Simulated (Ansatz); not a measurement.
# Ca27PO26 (Lime): the cost of one run

Program: Ansatz 0.2.0. Level of theory: DFT, PBE, plane-wave PAW, default files, scalar-relativistic, as far as a step names no other. These are calculated values, not measurements.

## (1) Starting point

Symmetry: Fm-3m, No. 225, cubic system. The conventional cell has a = 14.439 Å, b = 14.439 Å, c = 14.439 Å, α = 90.00°, β = 90.00°, γ = 90.00°. Around Ca (site symmetry 3m) lie 6 O at 2.41 Å. Around Ca (site symmetry 4mm) lie 5 O at 2.41 Å and 1 P at 2.41 Å. Around Ca (site symmetry mm2) lie 6 O at 2.41 Å. Ca (site symmetry m-3m) is surrounded by 6 O at 2.41 Å. Around P (site symmetry m-3m) lie 6 Ca at 2.41 Å. O (site symmetry mm2) is surrounded by 6 Ca at 2.41 Å. O (site symmetry 3m) has 6 Ca at 2.41 Å as nearest neighbours. O (site symmetry 4mm) has 6 Ca at 2.41 Å as nearest neighbours.

As a file:

```cif
data_structure
_symmetry_space_group_name_H-M 'P 1'
_symmetry_Int_Tables_number 1
_cell_length_a 10.2099
_cell_length_b 10.2099
_cell_length_c 10.2099
_cell_angle_alpha 60.000
_cell_angle_beta 60.000
_cell_angle_gamma 60.000
_cell_volume 752.58
loop_
_atom_site_label
_atom_site_type_symbol
_atom_site_fract_x
_atom_site_fract_y
_atom_site_fract_z
_atom_site_occupancy
Ca1 Ca 0.00000 0.00000 0.00000 1
Ca2 Ca 0.00000 0.00000 0.33333 1
Ca3 Ca 0.00000 0.00000 0.66667 1
Ca4 Ca 0.00000 0.33333 0.00000 1
Ca5 Ca 0.00000 0.33333 0.33333 1
Ca6 Ca 0.00000 0.33333 0.66667 1
Ca7 Ca 0.00000 0.66667 0.00000 1
Ca8 Ca 0.00000 0.66667 0.33333 1
Ca9 Ca 0.00000 0.66667 0.66667 1
Ca10 Ca 0.33333 0.00000 0.00000 1
Ca11 Ca 0.33333 0.00000 0.33333 1
Ca12 Ca 0.33333 0.00000 0.66667 1
Ca13 Ca 0.33333 0.33333 0.00000 1
Ca14 Ca 0.33333 0.33333 0.33333 1
Ca15 Ca 0.33333 0.33333 0.66667 1
Ca16 Ca 0.33333 0.66667 0.00000 1
Ca17 Ca 0.33333 0.66667 0.33333 1
Ca18 Ca 0.33333 0.66667 0.66667 1
Ca19 Ca 0.66667 0.00000 0.00000 1
Ca20 Ca 0.66667 0.00000 0.33333 1
Ca21 Ca 0.66667 0.00000 0.66667 1
Ca22 Ca 0.66667 0.33333 0.00000 1
Ca23 Ca 0.66667 0.33333 0.33333 1
Ca24 Ca 0.66667 0.33333 0.66667 1
Ca25 Ca 0.66667 0.66667 0.00000 1
Ca26 Ca 0.66667 0.66667 0.33333 1
Ca27 Ca 0.66667 0.66667 0.66667 1
P1 P 0.16667 0.16667 0.16667 1
O1 O 0.16667 0.16667 0.50000 1
O2 O 0.16667 0.16667 0.83333 1
O3 O 0.16667 0.50000 0.16667 1
O4 O 0.16667 0.50000 0.50000 1
O5 O 0.16667 0.50000 0.83333 1
O6 O 0.16667 0.83333 0.16667 1
O7 O 0.16667 0.83333 0.50000 1
O8 O 0.16667 0.83333 0.83333 1
O9 O 0.50000 0.16667 0.16667 1
O10 O 0.50000 0.16667 0.50000 1
O11 O 0.50000 0.16667 0.83333 1
O12 O 0.50000 0.50000 0.16667 1
O13 O 0.50000 0.50000 0.50000 1
O14 O 0.50000 0.50000 0.83333 1
O15 O 0.50000 0.83333 0.16667 1
O16 O 0.50000 0.83333 0.50000 1
O17 O 0.50000 0.83333 0.83333 1
O18 O 0.83333 0.16667 0.16667 1
O19 O 0.83333 0.16667 0.50000 1
O20 O 0.83333 0.16667 0.83333 1
O21 O 0.83333 0.50000 0.16667 1
O22 O 0.83333 0.50000 0.50000 1
O23 O 0.83333 0.50000 0.83333 1
O24 O 0.83333 0.83333 0.16667 1
O25 O 0.83333 0.83333 0.50000 1
O26 O 0.83333 0.83333 0.83333 1
```

Atom 28 of the input is the impurity.

## (2) Single point at the given positions

The input, input.yaml:

```yaml
crystal:
  lattice:
    - [0.0, 7.2195, 7.2195]
    - [7.2195, 0.0, 7.2195]
    - [7.2195, 7.2195, 0.0]
  atoms:
    - { symbol: Ca, position: [0.0, 0.0, 0.0] }
    - { symbol: Ca, position: [0.0, 0.0, 0.3333333333] }
    - { symbol: Ca, position: [0.0, 0.0, 0.6666666667] }
    - { symbol: Ca, position: [0.0, 0.3333333333, 0.0] }
    - { symbol: Ca, position: [0.0, 0.3333333333, 0.3333333333] }
    - { symbol: Ca, position: [0.0, 0.3333333333, 0.6666666667] }
    - { symbol: Ca, position: [0.0, 0.6666666667, 0.0] }
    - { symbol: Ca, position: [0.0, 0.6666666667, 0.3333333333] }
    - { symbol: Ca, position: [0.0, 0.6666666667, 0.6666666667] }
    - { symbol: Ca, position: [0.3333333333, 0.0, 0.0] }
    - { symbol: Ca, position: [0.3333333333, 0.0, 0.3333333333] }
    - { symbol: Ca, position: [0.3333333333, 0.0, 0.6666666667] }
    - { symbol: Ca, position: [0.3333333333, 0.3333333333, 0.0] }
    - { symbol: Ca, position: [0.3333333333, 0.3333333333, 0.3333333333] }
    - { symbol: Ca, position: [0.3333333333, 0.3333333333, 0.6666666667] }
    - { symbol: Ca, position: [0.3333333333, 0.6666666667, 0.0] }
    - { symbol: Ca, position: [0.3333333333, 0.6666666667, 0.3333333333] }
    - { symbol: Ca, position: [0.3333333333, 0.6666666667, 0.6666666667] }
    - { symbol: Ca, position: [0.6666666667, 0.0, 0.0] }
    - { symbol: Ca, position: [0.6666666667, 0.0, 0.3333333333] }
    - { symbol: Ca, position: [0.6666666667, 0.0, 0.6666666667] }
    - { symbol: Ca, position: [0.6666666667, 0.3333333333, 0.0] }
    - { symbol: Ca, position: [0.6666666667, 0.3333333333, 0.3333333333] }
    - { symbol: Ca, position: [0.6666666667, 0.3333333333, 0.6666666667] }
    - { symbol: Ca, position: [0.6666666667, 0.6666666667, 0.0] }
    - { symbol: Ca, position: [0.6666666667, 0.6666666667, 0.3333333333] }
    - { symbol: Ca, position: [0.6666666667, 0.6666666667, 0.6666666667] }
    - { symbol: P, position: [0.1666666667, 0.1666666667, 0.1666666667] }
    - { symbol: O, position: [0.1666666667, 0.1666666667, 0.5] }
    - { symbol: O, position: [0.1666666667, 0.1666666667, 0.8333333333] }
    - { symbol: O, position: [0.1666666667, 0.5, 0.1666666667] }
    - { symbol: O, position: [0.1666666667, 0.5, 0.5] }
    - { symbol: O, position: [0.1666666667, 0.5, 0.8333333333] }
    - { symbol: O, position: [0.1666666667, 0.8333333333, 0.1666666667] }
    - { symbol: O, position: [0.1666666667, 0.8333333333, 0.5] }
    - { symbol: O, position: [0.1666666667, 0.8333333333, 0.8333333333] }
    - { symbol: O, position: [0.5, 0.1666666667, 0.1666666667] }
    - { symbol: O, position: [0.5, 0.1666666667, 0.5] }
    - { symbol: O, position: [0.5, 0.1666666667, 0.8333333333] }
    - { symbol: O, position: [0.5, 0.5, 0.1666666667] }
    - { symbol: O, position: [0.5, 0.5, 0.5] }
    - { symbol: O, position: [0.5, 0.5, 0.8333333333] }
    - { symbol: O, position: [0.5, 0.8333333333, 0.1666666667] }
    - { symbol: O, position: [0.5, 0.8333333333, 0.5] }
    - { symbol: O, position: [0.5, 0.8333333333, 0.8333333333] }
    - { symbol: O, position: [0.8333333333, 0.1666666667, 0.1666666667] }
    - { symbol: O, position: [0.8333333333, 0.1666666667, 0.5] }
    - { symbol: O, position: [0.8333333333, 0.1666666667, 0.8333333333] }
    - { symbol: O, position: [0.8333333333, 0.5, 0.1666666667] }
    - { symbol: O, position: [0.8333333333, 0.5, 0.5] }
    - { symbol: O, position: [0.8333333333, 0.5, 0.8333333333] }
    - { symbol: O, position: [0.8333333333, 0.8333333333, 0.1666666667] }
    - { symbol: O, position: [0.8333333333, 0.8333333333, 0.5] }
    - { symbol: O, position: [0.8333333333, 0.8333333333, 0.8333333333] }
total_charge: -1
kpoints:
  mp_grid: { grid: [2, 2, 2] }
scf:
  occupations: { method: fermi_dirac, width: 0.01 }
hamiltonian:
  xc: pbe
  pseudopotentials: { kind: paw }
output:
  forces: true
  stress: true
  populations: true
  efg:
    quadrupole_moments_barn: { Ca: -0.0408, O: -0.02558 }
    contact_densities: true
  write_density: true
  write_potential: true
  elf: true
  volumetric_format: npy
```

Started as:

```
ansatz run input.yaml --threads 1 --pin off --max-ram 3072MiB --backend cpu --events-out ev --progress --plain --runs-dir out
```

**Question.** How long does this run take on 1 thread of Intel Xeon Platinum 8375C at 2.90GHz (Ice Lake), shared host, and how much memory does it need?

About 78 s, with a peak of 1.5 GiB.
